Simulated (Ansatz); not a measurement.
**C2H4ClF (SMILES FCCCl): CCSD(T)/6-311+G(d,p)**

What is the electronic atomisation energy of C2H4ClF at CCSD(T)/6-311+G**? 

Program for the calculation: Ansatz 0.2.0.

37 further runs of the same task are left out: 37 set aside as unsound or not needed.

### 1 The molecule

C2H4ClF: 8 atoms, total charge 0, spin state singlet. As SMILES, `FCCCl`. The shape is that of a PBE0-D4/def2-TZVP optimisation. This is one conformer, not always the lowest.

Bond lengths: F1–C2 1.375 Å, C2–C3 1.501 Å, C3–Cl4 1.778 Å, C2–H5 1.093 Å, C2–H6 1.096 Å, C3–H7 1.090 Å, C3–H8 1.091 Å. Some angles: F1–C2–C3 110.9°, C2–C3–Cl4 112.2°, F1–C2–H5 108.3°, F1–C2–H6 108.0°, C3–C2–H5 111.2°, C3–C2–H6 109.0°, C2–C3–H7 110.7°, C2–C3–H8 109.7°, Cl4–C3–H7 107.4°, Cl4–C3–H8 107.5°.

### 2 A single-point energy at CCSD(T)/6-311+G(d,p)

molecule.yaml reads:

```yaml
basis:
  gaussian:
    orbitals: 6-311+G_st__st_-spherical.json
crystal:
  periodic: [false, false, false]
  atoms:
    - symbol: F
      position_ang: [-1.336980, 0.498150, 1.030500]
    - symbol: C
      position_ang: [-0.143560, 0.671020, 0.368890]
    - symbol: C
      position_ang: [0.300450, -0.609920, -0.275720]
    - symbol: Cl
      position_ang: [-0.759330, -1.087620, -1.620890]
    - symbol: H
      position_ang: [-0.273910, 1.462220, -0.374180]
    - symbol: H
      position_ang: [0.609620, 0.981160, 1.102570]
    - symbol: H
      position_ang: [0.296790, -1.425630, 0.446820]
    - symbol: H
      position_ang: [1.306920, -0.489380, -0.677980]
magnetization:
  spin_polarized: false
scf:
  omitted_lower_state_checks: [cluster_reference, increment]
correlation:
  method: ccsd_t
  frozen_orbitals: {C: 1, Cl: 5, F: 1, H: 0}
accuracy: high
```

The basis set 6-311+G** is read from a file made from the Basis Set Exchange's data (not shown).

Command:

```bash
$ ansatz run molecule.yaml --threads 1 --pin off --max-ram 3480MiB --events-out events.jsonl --progress --plain --runs-dir runs
```

Log (excerpt; [...] marks lines left out):

```text
Warning: RAYON_NUM_THREADS=1 ignored (pool sized by the plan → 1); use --threads N
Functional definition: HF
  name "HF"
[...]
2284 factors; integrals over basis functions are off by at most 4.6e-9 eV
[...]
mean field -17335.20408447 eV, -637.0569998811 hartree, gradient 1.9e-8 eV, S^2 0.000000; 0 other end points of the search recorded, 0 dependent functions left out
8 core orbitals not correlated: weight in the atoms' cores, before any rotation towards them, 1.000 or more for the frozen orbitals, at most 0.000 for the correlated occupied ones
reference -17335.20408447 eV, -637.0569998811 hartree; 13, 13 occupied and 99, 99 virtual orbitals, 2284 factors
second order -17.52080315 eV of doubles, -0.00000000 eV of singles
cycle   1  -18.01000077 eV  change   -4.9e-1 eV  update   8.6e-2
[...]
cycle  20  -18.52295644 eV  change    1.3e-9 eV  update   2.4e-9
perturbative correction -0.53978387 eV, -0.0198366913 hartree
Total energy: -17354.26682478 eV, -637.7575426661 hartree
Checks for a lower state left out: cluster_reference, increment
```

It took 63 s on 1 thread of Arm Neoverse V1, shared host; peak memory 1.2 GiB.

### 3 The C atom at the same level

run.yaml reads:

```yaml
crystal:
  periodic: [false, false, false]
  atoms:
    - {symbol: C, position_ang: [0.000000, 0.000000, 0.000000]}
basis:
  gaussian:
    orbitals: 6-311+G_st__st_.json
magnetization:
  spin_polarized: true
  initial_magnetization: 2
correlation:
  method: ccsd_t
  frozen_orbitals: {C: 1}
accuracy: high
scf:
  omitted_lower_state_checks: [cluster_reference, increment]
```

The basis set 6-311+G** is read from a file made from the Basis Set Exchange's data (not shown).

Run the same way, it converges to -37.76764 Eh (log not shown).

### 4 The Cl atom

run.yaml reads:

```yaml
crystal:
  periodic: [false, false, false]
  atoms:
    - {symbol: Cl, position_ang: [0.000000, 0.000000, 0.000000]}
basis:
  gaussian: {orbitals: 6-311+G_st__st_-spherical.json}
magnetization: {spin_polarized: true, initial_magnetization: 1}
correlation: {method: ccsd_t, frozen_orbitals: {Cl: 5}}
accuracy: high
scf: {omitted_lower_state_checks: [cluster_reference, increment]}
```

The basis set 6-311+G** is read from a file made from the Basis Set Exchange's data (not shown).

Command:

```bash
$ ansatz run run.yaml --threads 1 --pin off --max-ram 3480MiB --events-out events.jsonl --progress --plain --runs-dir runs
```

Log (excerpt; [...] marks lines left out):

```text
Warning: RAYON_NUM_THREADS=1 ignored (pool sized by the plan → 1); use --threads N
[... 2 set-up lines as earlier in the session ...]
[...]
229 factors; integrals over basis functions are off by at most 4.3e-9 eV
[...]
mean field -12502.93078715 eV, -459.4742316368 hartree, gradient 6.6e-8 eV, S^2 0.755187; 3 other end points of the search recorded, 0 dependent functions left out
5 core orbitals not correlated: weight in the atoms' cores, before any rotation towards them, 1.000 or more for the frozen orbitals, at most 0.000 for the correlated occupied ones
reference -12502.93078715 eV, -459.4742316368 hartree; 4, 3 occupied and 21, 22 virtual orbitals, 229 factors
second order -3.04575188 eV of doubles, -0.00000000 eV of singles
cycle   1  -3.40192821 eV  change   -3.6e-1 eV  update   3.2e-2
[...]
cycle  17  -3.49738147 eV  change  -6.1e-10 eV  update  2.3e-10
perturbative correction -0.04540060 eV, -0.0016684413 hartree
Total energy: -12506.47356922 eV, -459.6044264765 hartree
Checks for a lower state left out: cluster_reference, increment
```

It took 0.46 s on 1 thread of Arm Neoverse V1, shared host.

### 5 The F atom

run.yaml reads:

```yaml
crystal:
  periodic: [false, false, false]
  atoms:
    - {symbol: F, position_ang: [0.000000, 0.000000, 0.000000]}
basis:
  gaussian:
    orbitals: 6-311+G_st__st_.json
magnetization:
  spin_polarized: true
  initial_magnetization: 1
correlation:
  method: ccsd_t
  frozen_orbitals: {F: 1}
accuracy: high
scf:
  omitted_lower_state_checks: [cluster_reference, increment]
```

The basis set 6-311+G** is read from a file made from the Basis Set Exchange's data (not shown).

Command:

```bash
$ ansatz run run.yaml --threads 1 --pin off --max-ram 3480MiB --events-out events.jsonl --progress --plain --runs-dir runs
```

Log (excerpt; [...] marks lines left out):

```text
Warning: RAYON_NUM_THREADS=1 ignored (pool sized by the plan → 1); use --threads N
[... 2 set-up lines as earlier in the session ...]
[...]
175 factors; integrals over basis functions are off by at most 3.7e-9 eV
[...]
mean field -2704.80886906 eV, -99.3998925527 hartree, gradient 2.6e-8 eV, S^2 0.752874; 3 other end points of the search recorded, 0 dependent functions left out
1 core orbitals not correlated: weight in the atoms' cores, before any rotation towards them, 1.000 or more for the frozen orbitals, at most 0.000 for the correlated occupied ones
reference -2704.80886906 eV, -99.3998925527 hartree; 4, 3 occupied and 17, 18 virtual orbitals, 175 factors
second order -4.34553896 eV of doubles, -0.00000000 eV of singles
cycle   1  -4.53220157 eV  change   -1.9e-1 eV  update   2.9e-2
[...]
cycle  18  -4.61557394 eV  change   2.9e-11 eV  update  3.5e-10
perturbative correction -0.05630946 eV, -0.0020693343 hartree
Total energy: -2709.48075246 eV, -99.5715811009 hartree
Checks for a lower state left out: cluster_reference, increment
```

It took 0.36 s on 1 thread of Arm Neoverse V1, shared host.

### 6 The H atom: the energy at UHF/6-311+G(d,p)

run.yaml reads:

```yaml
crystal:
  periodic: [false, false, false]
  atoms:
    - {symbol: H, position_ang: [0.000000, 0.000000, 0.000000]}
basis:
  gaussian:
    orbitals: 6-311+G_st__st_.json
magnetization:
  spin_polarized: true
  initial_magnetization: 1
hamiltonian:
  xc: hf
accuracy: high
```

The basis set 6-311+G** is read from a file made from the Basis Set Exchange's data (not shown).

Command:

```bash
$ ansatz run run.yaml --threads 1 --pin off --max-ram 3480MiB --events-out events.jsonl --progress --plain --runs-dir runs
```

Log:

```text
Warning: RAYON_NUM_THREADS=1 ignored (pool sized by the plan → 1); use --threads N
[... 2 set-up lines as earlier in the session ...]
  exchange = exact_x
  correlation = 0
21 factors; integrals over basis functions are off by at most 2.5e-9 eV
mean field evaluation 1: about -13.5530 eV, gradient 1.7e0 eV
mean field evaluation 2: about -13.5530 eV, gradient 1.7e0 eV
mean field evaluation 4: about -13.6006 eV, gradient 3.0e-3 eV
mean field evaluation 8: about -13.6005 eV, gradient 1.7e-12 eV
mean field -13.60051793 eV, -0.4998098153 hartree, gradient 8.0e-8 eV, S^2 0.750000; 0 other end points of the search recorded, 0 dependent functions left out
reference -13.60051793 eV, -0.4998098153 hartree; 1, 0 occupied and 5, 6 virtual orbitals, 21 factors
Total energy: -13.60051793 eV, -0.4998098153 hartree
```

It took 0.04 s on 1 thread of Arm Neoverse V1, shared host.

### 7 Summary of results

At CCSD(T)/6-311+G**, 8 core orbitals frozen:

| quantity | value |
| --- | --- |
| molecule: total energy | -637.75754 Eh |
| molecule: correlation energy (8 core orbitals frozen) | -700.5 mEh |
| molecule: (T) correction | -19.84 mEh |
| molecule: T1 diagnostic | 0.010 |
| C atom: total energy | -37.76764 Eh |
| C atom: correlation energy (1 core orbital frozen) | -78.1 mEh |
| C atom: (T) correction | -1.14 mEh |
| C atom: ⟨S²⟩ of the reference determinant | 2.008 |
| C atom: T1 diagnostic | 0.008 |
| Cl atom: total energy | -459.60443 Eh |
| Cl atom: correlation energy (5 core orbitals frozen) | -130.2 mEh |
| Cl atom: (T) correction | -1.67 mEh |
| Cl atom: ⟨S²⟩ of the reference determinant | 0.755 |
| Cl atom: T1 diagnostic | 0.006 |
| F atom: total energy | -99.57158 Eh |
| F atom: correlation energy (1 core orbital frozen) | -171.7 mEh |
| F atom: (T) correction | -2.07 mEh |
| F atom: ⟨S²⟩ of the reference determinant | 0.753 |
| F atom: T1 diagnostic | 0.008 |
| H atom: total energy | -0.49981 Eh |
| H atom: ⟨S²⟩ | 0.750 |
| electronic atomisation energy | 28.491 eV |

What this shows: Taking the molecule apart into free atoms costs 28.49 eV (2749 kJ/mol), before zero-point energy and without spin-orbit coupling. The triples (molecule) make up 2.8 % of the correlation energy. The triples (C atom) make up 1.5 % of the correlation energy. The triples (Cl atom) make up 1.3 % of the correlation energy. The triples (F atom) make up 1.2 % of the correlation energy.
